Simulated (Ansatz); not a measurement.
Crystal: Ta4NiO11.

```
Ta Ni O
1.0
     1.95495  -14.82973    0.00000
     1.95495   14.82973    0.00000
     0.00000    0.00000    3.88590
Ta Ni O
4 1 11
Direct
  0.20437 0.79563 0.00000
  0.92451 0.07549 0.00000
  0.07549 0.92451 0.00000
  0.79563 0.20437 0.00000
  0.50000 0.50000 0.00000
  0.13987 0.86013 0.00000
  0.72107 0.27893 0.00000
  0.43645 0.56355 0.00000
  0.56355 0.43645 0.00000
  0.00000 0.00000 0.00000
  0.86013 0.13987 0.00000
  0.27893 0.72107 0.00000
  0.92790 0.07210 0.50000
  0.07210 0.92790 0.50000
  0.79436 0.20564 0.50000
  0.20564 0.79436 0.50000
```

The cell was built by a generator and needn't be a form met in nature.

| Property | Result |
| --- | --- |
| Program | Ansatz 0.2.0 |
| Task | relaxation of cell and atoms |
| Functional | PBEsol |
| Potentials or basis | Ansatz PAW |
| Cutoff | 420 eV (not typed: the program's choice for these potentials) |
| k mesh | 5 × 5 × 5 |
| Occupations | fermi-dirac, width 0.05 eV |
| Spin | collinear spin, ferromagnetic start |
| Starting moments | [0.0, 0.0, 0.0, 0.0, 1.0, 0.0, 0.0, 0.0, 0.0, 0.0, 0.0, 0.0, 0.0, 0.0, 0.0, 0.0] μB |

At the start: volume 14.08 Å³/atom.

**Question.** Where does the relaxation end?

**Answer.** It ends after 8 steps and the volume is 13.72 Å³/atom (-2.6 %); space group Cmmm (No. 65, to 0.05 Å); moment 0.40 μB per cell.

Step by step:
| step | energy change (eV) | largest force (eV/Å) | volume (Å³) |
| --- | --- | --- | --- |
| 1 | 0.0000 | 0.2806 | 225.32 |
| 2 | -0.1217 | 0.2656 | 219.18 |
| 3 | -0.1258 | 0.1245 | 219.67 |
| 4 | -0.1269 | 0.0109 | 219.66 |
| 5 | -0.1269 | 0.0044 | 219.66 |
| 6 | -0.1074 | 0.0043 | 219.66 |
| 7 | -0.1082 | 0.0014 | 219.51 |
| 8 | -0.1075 | 0.0014 | 219.51 |

Final structure:
```
Ta Ni O
1.0
     1.93976  -14.66605    0.00000
     1.93976   14.66605    0.00000
     0.00000    0.00000    3.85794
Ta Ni O
4 1 11
Direct
  0.20449 0.79551 0.00000
  0.92501 0.07499 0.00000
  0.07499 0.92501 0.00000
  0.79551 0.20449 0.00000
  0.50000 0.50000 0.00000
  0.13970 0.86030 0.00000
  0.72104 0.27896 0.00000
  0.43689 0.56311 0.00000
  0.56311 0.43689 0.00000
  0.00000 0.00000 0.00000
  0.86030 0.13970 0.00000
  0.27896 0.72104 0.00000
  0.92878 0.07122 0.50000
  0.07122 0.92878 0.50000
  0.79375 0.20625 0.50000
  0.20625 0.79375 0.50000
```

Caveat: the plane-wave basis is chosen anew once the cell has moved, so the energies of steps on either side of that aren't comparable; the pressure holds a Pulay correction of +0.6 GPa for the finite cutoff; the PAW data sets come from PBE, with cores solved anew for the run's functional, which leaves a small shift of forces and pressure.
